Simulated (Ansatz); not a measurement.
**CaIn2As2: further runs on the relaxed cell**

One table from this session's results is given with a row withheld; the runs are named, their logs left out.

Computed with Ansatz 0.2.0 (DFT PBE and PBEsol (the runs whose input is shown use PBEsol), scalar-relativistic, plane waves, PAW).

### Starting point

It takes space group P6_3/mmc (No. 194, hexagonal). Conventional cell: a = 4.220 Å, b = 4.220 Å, c = 17.908 Å, α = 90.00°, β = 90.00°, γ = 120.00°. Around Ca (site symmetry -3m) lie 6 As at 3.04 Å. In (site symmetry 3m) is surrounded by 3 As at 2.73 Å and 1 In at 2.83 Å. Around As (site symmetry 3m) lie 3 In at 2.73 Å and 3 Ca at 3.04 Å.

Structure file:

```cif
data_structure
_symmetry_space_group_name_H-M 'P 1'
_symmetry_Int_Tables_number 1
_cell_length_a 4.2196
_cell_length_b 4.2196
_cell_length_c 17.9082
_cell_angle_alpha 90.000
_cell_angle_beta 90.000
_cell_angle_gamma 120.000
_cell_volume 276.14
loop_
_atom_site_label
_atom_site_type_symbol
_atom_site_fract_x
_atom_site_fract_y
_atom_site_fract_z
_atom_site_occupancy
Ca1 Ca 0.00000 0.00000 0.00000 1
Ca2 Ca 0.00000 0.00000 0.50000 1
In1 In 0.33333 0.66667 0.17098 1
In2 In 0.66667 0.33333 0.82902 1
In3 In 0.66667 0.33333 0.67098 1
In4 In 0.33333 0.66667 0.32902 1
As1 As 0.33333 0.66667 0.60194 1
As2 As 0.66667 0.33333 0.39806 1
As3 As 0.66667 0.33333 0.10194 1
As4 As 0.33333 0.66667 0.89806 1
```

This cell was relaxed beforehand with the same method: volume 27.61 Å³/atom, gap on the mesh 0.13 eV.

Set-up of the first run:

The input, input.yaml:

```yaml
crystal:
  lattice:
    - [4.2195802389, 0.0, 0.0]
    - [-2.1097901195, 3.6542636802, 0.0]
    - [0.0, 0.0, 17.9082413756]
  atoms:
    - { symbol: Ca, position: [0.0, 0.0, 0.0] }
    - { symbol: Ca, position: [0.0, 0.0, 0.5] }
    - { symbol: In, position: [0.3333333333, 0.6666666667, 0.1709752024] }
    - { symbol: In, position: [0.6666666667, 0.3333333333, 0.8290247976] }
    - { symbol: In, position: [0.6666666667, 0.3333333333, 0.6709752024] }
    - { symbol: In, position: [0.3333333333, 0.6666666667, 0.3290247976] }
    - { symbol: As, position: [0.3333333333, 0.6666666667, 0.60193589] }
    - { symbol: As, position: [0.6666666667, 0.3333333333, 0.39806411] }
    - { symbol: As, position: [0.6666666667, 0.3333333333, 0.10193589] }
    - { symbol: As, position: [0.3333333333, 0.6666666667, 0.89806411] }
basis:
  ecutwfc: 420
kpoints:
  mp_grid: { grid: [12, 12, 2] }
hamiltonian:
  xc: pbesol
scf:
  occupations: { method: gaussian, width: 0.01 }
output:
  forces: true
  stress: true
  eigenvalues: true
  write_density: true
  write_potential: true
  elf: true
  volumetric_format: npy
relax:
  adjacent_minimum: "off"
  f_tol: 0.005
  max_steps: 50
  cell: { stress_tol: 0.05 }
```

Started as:

```
$ ansatz run input.yaml --threads 4 --pin off --max-ram 10240MiB --backend cpu --events-out ev --progress --plain --runs-dir out
```

Among the steps run: The cell under PBEsol; Relaxing with PBE+D3(BJ); The cell under LDA; The cell under r2SCAN.

One table of the session follows, with a row left open; its other results are not shown here.

It belongs to the step «One structure, several functionals». 

| functional | a (Å) | b (Å) | c (Å) | volume (Å³/atom) | gap on the mesh (eV) |
| --- | --- | --- | --- | --- | --- |
| PBE | 4.220 | 4.220 | 17.908 | 27.61 | 0.13 |
| PBEsol | 4.150 | 4.150 | 17.597 | 26.25 | 0.13 |
| PBE+D3(BJ) | 4.160 | 4.160 | 17.654 | 26.45 | 0.07 |
| LDA | ? | ? | ? | ? | ? |
| r2SCAN | 4.173 | 4.173 | 17.794 | 26.84 | 0.33 |

Q: Estimate the row for LDA from the others.

As computed: a (Å): 4.107; b (Å): 4.107; c (Å): 17.334; volume (Å³/atom): 25.32; gap on the mesh (eV): 0.11. In the column «a (Å)» it is the lowest.
